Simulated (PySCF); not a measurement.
# SiF₄: singlet, from a PBE0 minimum start

Aim: relax SiF₄ as a singlet from a PBE0 minimum start, check by its vibrations whether the end is a minimum, and collect its spectrum and constants.

The runs use PySCF 2.14.0; PBE0, basis Si def2-SVP, F def2-SVP, no relativity, density fitting.

## (1) Where the work starts

5 atoms, charge 0, spin multiplicity 1.

Bond lengths: Si1–F2 1.586 Å, Si1–F3 1.586 Å, Si1–F4 1.586 Å, Si1–F5 1.586 Å. Angles: F2–Si1–F3 109.5°, F2–Si1–F4 109.5°, F2–Si1–F5 109.5°, F3–Si1–F4 109.5°, F3–Si1–F5 109.5°, F4–Si1–F5 109.5°.

```xyz
5
charge 0 multiplicity 1
Si    0.0000    0.0000    0.0000
F     0.9158    0.9158    0.9158
F     0.9158   -0.9158   -0.9158
F    -0.9158   -0.9158    0.9158
F    -0.9158    0.9158   -0.9158
```

## (2) The SCF at the typed geometry

One driver script runs all steps and calls PySCF; scf.py shows how it sets up the SCF of each step. The optimiser is the driver's own. After this first run the driver tries any further starts and a stability analysis.

Input file scf.py:

```python
from pyscf import gto, scf, dft
mol = gto.M(atom='''
Si    -0.000000    -0.000000     0.000000
F      0.915770     0.915770     0.915770
F      0.915770    -0.915770    -0.915770
F     -0.915770    -0.915770     0.915770
F     -0.915770     0.915770    -0.915770''',
    basis={'Si': 'def2-SVP', 'F': 'def2-SVP'},
    charge=0, spin=0)
mf = dft.RKS(mol, xc='PBE0')
mf.grids.atom_grid = (50, 194)
aux = {'Si': 'def2-universal-JKFIT', 'F': 'def2-universal-JKFIT'}
mf = mf.density_fit(auxbasis=aux)
mf.conv_tol = 1e-08
mf.diis_space = 10
mf.max_cycle = 60
mf.init_guess = 'minao'
mf.verbose = 4
mf.kernel()
```

The run is started by

```
$ OMP_NUM_THREADS=2 python axn.py task.json out
```

Log:

```text
init E= -688.565935810044
  HOMO = -0.53382615754615  LUMO = -0.0384605584197804  gap/eV = 13.47958
cycle= 1 E= -688.049487487471  delta_E= 0.516  |g|= 0.953  |ddm|= 2.48
  HOMO = -0.372969462149601  LUMO = 0.0205133798415829  gap/eV = 10.70721
cycle= 2 E= -687.928397407319  delta_E= 0.121  |g|= 1.31  |ddm|= 1.52
  HOMO = -0.46465861016344  LUMO = 0.0118944608427989  gap/eV = 12.96767
cycle= 3 E= -688.202384386096  delta_E= -0.274  |g|= 0.0212  |ddm|= 0.867
  HOMO = -0.460508069495478  LUMO = 0.0163323099169785  gap/eV = 12.97549
cycle= 4 E= -688.202443148051  delta_E= -5.88e-05  |g|= 0.00431  |ddm|= 0.0172
  HOMO = -0.461013839222404  LUMO = 0.0158262065088932  gap/eV = 12.97548
cycle= 5 E= -688.202446257082  delta_E= -3.11e-06  |g|= 0.000271  |ddm|= 0.0045
  HOMO = -0.460953593475838  LUMO = 0.0159104444200695  gap/eV = 12.97613
cycle= 6 E= -688.202446277375  delta_E= -2.03e-08  |g|= 4.43e-05  |ddm|= 0.000465
  HOMO = -0.460955950213019  LUMO = 0.0159057585581523  gap/eV = 12.97607
cycle= 7 E= -688.202446277721  delta_E= -3.46e-10  |g|= 2.59e-06  |ddm|= 4.06e-05
  HOMO = -0.460955592251423  LUMO = 0.0159058443056668  gap/eV = 12.97606
Extra cycle  E= -688.202446277721  delta_E= 2.27e-13  |g|= 2.56e-06  |ddm|= 2.85e-06
converged SCF energy = -688.202446277721
```

This step, with its further starts and checks, took 3.8 s on 2 threads of Arm Neoverse N1, shared host.

No lower closed-shell solution turned up in the test of internal stability.

## (3) PBE0 minimum start, singlet: relaxation

The program finds Td symmetry in the start, which this walk keeps. Threshold on the gradient: 0.0003 Eh/bohr, with a further test on the energy change.

scf.py: that of step 2 with these lines changed.

```diff
@@ -3 +3 @@
-Si    -0.000000    -0.000000     0.000000
+Si     0.000000     0.000000     0.000000
@@ -17 +16,0 @@
-mf.init_guess = 'minao'
```

Steps of the walk:

```tsv
step	energy (Eh)	change (kJ/mol)	largest symmetric gradient (Eh/bohr)
0	-688.202446	0.00	0.00005
```

The walk took 1.2 s.

Geometry (Å) and forces (eV/Å) at some steps:

```
step 0
Si   0.000   0.000   0.000   0.000   0.000   0.000
F    0.916   0.916   0.916   0.003   0.003   0.003
F    0.916  -0.916  -0.916   0.003  -0.003  -0.003
F   -0.916  -0.916   0.916  -0.003  -0.003   0.003
F   -0.916   0.916  -0.916  -0.003   0.003  -0.003
```

End point (Td, 0 steps, 0.0 kJ/mol gained): Si–F 1.586 Å (×4); F–Si–F 109.5° (×6).

## (4) Vibrations and properties at this point

The point is checked on the finer grid, and tightened if its gradient asks for it. The Hessian and the dipole derivatives come from central differences of analytic gradients, with steps of 0.02 bohr.

scf.py: that of step 3 with these lines changed.

```diff
@@ -3 +3 @@
-Si     0.000000     0.000000     0.000000
+Si    -0.000000    -0.000000     0.000000
@@ -11 +11 @@
-mf.grids.atom_grid = (50, 194)
+mf.grids.atom_grid = (75, 302)
@@ -14 +14 @@
-mf.conv_tol = 1e-08
+mf.conv_tol = 1e-10
```

This SCF starts from the last density.

SCF at the final geometry:

```text
init E= -688.203082663978
  HOMO = -0.460998895066358  LUMO = 0.0158972383335563  gap/eV = 12.97700
cycle= 1 E= -688.203082663972  delta_E= 6.03e-12  |g|= 5.11e-07  |ddm|= 7.05e-07
  HOMO = -0.460998760512084  LUMO = 0.0158973116578927  gap/eV = 12.97700
Extra cycle  E= -688.203082663974  delta_E= -2.5e-12  |g|= 5.85e-07  |ddm|= 5.6e-07
converged SCF energy = -688.203082663974
```

The whole step took 15 s.

Geometry: Td; Si–F 1.586 Å (×4); F–Si–F 109.5° (×6).

Harmonic modes (main isotopes):

| symmetry | ω (cm⁻¹) | IR (km/mol) | μ (u) | type |
| --- | --- | --- | --- | --- |
| e | 257 | 0.0 | 19.00 | bend |
| t2 | 381 | 155 | 20.45 | bend |
| a1 | 787 | 0.0 | 19.00 | stretch |
| t2 | 1045 | 662 | 22.72 | stretch |

No imaginary mode, so this is a minimum.

Properties at this point:

```yaml
Dipole_moment: 0.00 D
Highest_occupied_level: -12.54 eV
Lowest_empty_level: 0.43 eV
Rotational_constants: 0.1323, 0.1323, 0.1323 cm⁻¹
Zero-point_energy: 33.4 kJ/mol
Principal_polarisabilities: 15.8, 15.8, 15.8 bohr³
Atomisation_energy_without_zero-point_energy: 2245 kJ/mol
Principal_traceless_quadrupole_moments_about_the_centre_of_mass: 0.00, 0.00, 0.00 D Å
Entropy_at_298.15_K_and_1_bar: 284.1 J/(mol K)
Heat_capacity_Cp_at_298.15_K: 73.8 J/(mol K)
Enthalpy_at_298.15_K_above_0_K: 15.47 kJ/mol
Rotational_symmetry_number: 12
```

Charges (e) and bond orders:

| atom | Mulliken | Löwdin | polar tensor | Mayer order to Si1 |
| --- | --- | --- | --- | --- |
| Si1 | 1.24 | 0.63 | 2.37 | – |
| F2,3,4,5 | -0.31 | -0.16 | -0.59 | 1.10 |

Mulliken populations on Si1: s 4.66, p 7.39, d 0.71.

## (5) Results

| quantity | value |
| --- | --- |
| minimum | singlet, Td |
| geometry | Si–F 1.586 Å (×4); F–Si–F 109.5° (×6) |
| wavenumbers (cm⁻¹) | 257 (e), 381 (t2), 787 (a1), 1045 (t2) |
| dipole moment | 0.00 D |
| highest occupied, lowest empty level | -12.54, 0.43 eV |
| polar-tensor charge of Si1 | +2.37 e |
| zero-point energy | 33.4 kJ/mol |
| entropy at 298.15 K | 284.1 J/(mol K) |
| atomisation energy (no zero-point energy) | 2245 kJ/mol |

**Reading.** The molecule stays Td, as typed, and the end point is a minimum. In the infrared the band at 1045 cm⁻¹ (t2, stretch) leads. Si1 has a polar-tensor charge of +2.4 e (a dipole derivative, not a static charge), yet symmetry cancels the bond dipoles. Other starts or spin states, not run here, may lie lower.

The search up to here took 20 s.
